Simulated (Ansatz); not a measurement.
# TaC+ (quintet): wave-function methods side by side, def2-SVP

An exercise on one series of results from a longer session: the logs are not shown, and one member is left open.

Method: def2-SVP, core rule «outside noble gas», up to 5 orbitals frozen; program: Ansatz 0.2.0, Gaussian basis.

To be run: UHF; CCSD(T) on ROHF; CCSD(T) on UHF; CISD as a restricted active space (open shells left free, so some higher excitations enter); CCSDT(Q) on ROHF; CCSDT(Q) on UHF.

23 further runs of the same task are left out: 11 for a known fault of the program, 5 that didn't finish, 7 set aside as unsound or not needed. Runs told in other sessions of the task aren't counted.

## What is computed

The geometry is a PBE0/def2-TZVP stationary point (not a proven minimum) of the parent state, kept for this charge and spin. No spin-orbit coupling is included. Elements past krypton take def2 core potentials.

2 atoms, charge 1, spin multiplicity 5.

Atoms are counted from 1 here; the program's logs count them from 0.

Bond lengths: Ta1–C2 1.764 Å.

Geometry (Å):

```
atom   x (Å)   y (Å)   z (Å)
 Ta1  0.0000  0.0000  0.0000
  C2  0.0000  0.0000  1.7642
```

The first run:

in.yaml

```yaml
crystal:
  periodic: [false, false, false]
  atoms:
    - {symbol: Ta, position_ang: [0.000000, 0.000000, 0.000000]}
    - {symbol: C, position_ang: [0.000000, 0.000000, 1.764200]}
basis:
  gaussian: {orbitals: def2-SVP}
total_charge: 1
magnetization: {spin_polarized: true, initial_magnetization: 4}
hamiltonian: {xc: hf}
output: {orbitals: {seedname: orbitals}}
```

Command:

```bash
> ansatz run in.yaml --threads 1 --pin off --events-out ev --progress --plain --max-ram 2393MiB
```

Among the steps run: UHF; CCSD(T) on ROHF; CCSD(T) on UHF; CISD as a restricted active space (open shells left free, so some higher excitations enter); CCSDT(Q) on ROHF; CCSDT(Q) on UHF.

One table of the session follows, with a row left open; its other results are not shown here.

| method | from RCCSDT(Q) (meV) |
| --- | --- |
| ROHF | +5125.6 |
| UHF | +4919.2 |
| RMP2 | ? |
| UMP2 | +862.5 |
| RCCSD | +313.0 |
| UCCSD | +235.1 |
| RCCSD(T) | +56.0 |
| UCCSD(T) | -4.7 |
| RCCSDT | +24.6 |
| UCCSDT | -42.0 |
| RCCSDT(Q) | 0 |
| UCCSDT(Q) | -67.5 |

Estimate the missing values for RMP2.

The run gave: from RCCSDT(Q) (meV): +653.9. In the column «from RCCSDT(Q) (meV)» it lies between RCCSD (+313.0) and UMP2 (+862.5).

Not comparable, so not listed: CISD as a restricted active space (open shells left free, so some higher excitations enter) (they don't share determinant, frozen orbitals or solution with the rows shown, or repeat one).

Caveats from the session: Restricted and unrestricted rows rest on different reference determinants; a gap between their highest levels can come from leftover correlation error, from unlike frozen cores or from another state.
